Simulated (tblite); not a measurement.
# C5H11B2PS: the cost of one run

The runs use tblite 0.8.0 and PySCF 2.14.0, with density-fitted response routines of our own; the level of theory stands in each step. All values are computed, except where a source is named. Atoms count from 0, in the outputs and in this text.

**1. Starting geometry**

20 atoms, charge 0, multiplicity 1; geometry from: force field or distance geometry start.

Bonds of the start (Å): B0–P1 1.93, P1–B2 1.94, B2–C3 1.61, C3–C4 1.48, C4–C5 1.20, B2–S6 1.88, S6–C7 1.82, C7–C8 1.52, B0–H9 1.19, B0–H10 1.18, P1–H11 1.46, C3–H12 1.10, C3–H13 1.10, C5–H14 1.06, C7–H15 1.11, C7–H16 1.11, C8–H17 1.11, C8–H18 1.10, C8–H19 1.11.

**2. Optimising the geometry with GFN2-xTB**

The job: settings as JSON, then the geometry in Å.

```
{"job": {"kind": "relax", "xc": "GFN2-xTB", "basis": "xTB"}, "charge": 0, "multiplicity": 1}
B     -2.484900    -2.200100    -0.143500
P     -1.166600    -1.667900    -1.445700
B     -0.589200    -0.133800    -0.413700
C     -1.369600     1.260200    -0.584800
C     -2.027400     1.605600     0.691000
C     -2.573400     1.898800     1.717600
S      0.822000    -0.283700     0.817200
C      2.114100     0.152000    -0.391600
C      3.481700     0.116000     0.267800
H     -3.529200    -1.624100    -0.103900
H     -2.180800    -2.864400     0.779200
H     -0.146400    -2.554500    -0.886900
H     -0.651500     2.049000    -0.843500
H     -2.131800     1.166100    -1.376000
H     -3.047200     2.164100     2.632300
H      2.092100    -0.581600    -1.221700
H      1.919900     1.169800    -0.793200
H      3.512000     0.847300     1.099800
H      4.256400     0.387100    -0.471800
H      3.694500    -0.895100     0.668200
```

Started as:

```
$ OMP_NUM_THREADS=1 python probes_run.py task.json out
```

This one command runs all jobs of the session in turn.

**Question.** How long does this first job take on 1 thread of Arm Neoverse N1, shared host, and how much memory does it need?

About 3.9 s, with a peak of 0.18 GiB.
